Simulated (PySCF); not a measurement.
# C7H9P (3,4-dimethylphosphinine): the cost of one run

Programs: PySCF 2.14.0, with density-fitted response routines of our own. Each step states its level of theory. These are calculated values for one molecule in the gas phase, unless marked as measured. Atoms count from 0, in the outputs and in this text.

## 1. The starting structure

17 atoms, charge 0, multiplicity 1; geometry from: GFN2-xTB. The atoms were then displaced at random by about 0.01 Å, so the start is not that level's minimum.

Bonds of the start (Å): C0–C1 1.47, C1–C2 1.38, C2–C3 1.41, C3–P4 1.75, P4–C5 1.73, C5–C6 1.37, C6–C7 1.49, C6–C1 1.39, C0–H8 1.10, C0–H9 1.09, C0–H10 1.11, C2–H11 1.10, C3–H12 1.03, C5–H13 1.09, C7–H14 1.09, C7–H15 1.08, C7–H16 1.10.

## 2. Optimising the geometry at PBE0-D3(BJ)/def2-SVP

What the job is given:

```
{"job": {"xc": "PBE0", "basis": "def2-SVP", "d3": "d3bj", "grid": 1, "shake": 0.01, "kind": "geom"}, "charge": 0, "multiplicity": 1}
C     -0.601200     1.742220     0.320100
C      0.221270     0.555050     0.053280
C      1.581690     0.717500    -0.075920
C      2.531210    -0.296940    -0.309290
P      2.072540    -1.973200    -0.508680
C      0.355500    -1.842320    -0.301480
C     -0.364800    -0.702110    -0.059680
C     -1.849130    -0.811590     0.073610
H     -1.355160     1.910340    -0.460910
H     -0.010830     2.660820     0.387190
H     -1.178080     1.658150     1.261170
H      2.003150     1.725150     0.038890
H      3.521170    -0.040450    -0.389840
H     -0.200030    -2.780100    -0.366900
H     -2.371370    -0.228220    -0.679710
H     -2.185130    -1.836050    -0.024390
H     -2.187300    -0.446420     1.052730
```

Started as:

```console
$ OMP_NUM_THREADS=1 python probes_run.py task.json out
```

This one command runs all jobs of the session in turn.

Q: Estimate the wall time and peak memory of this first job on 1 thread of Arm Neoverse V2, shared host.

About 4.5 min, with a peak of 0.66 GiB.
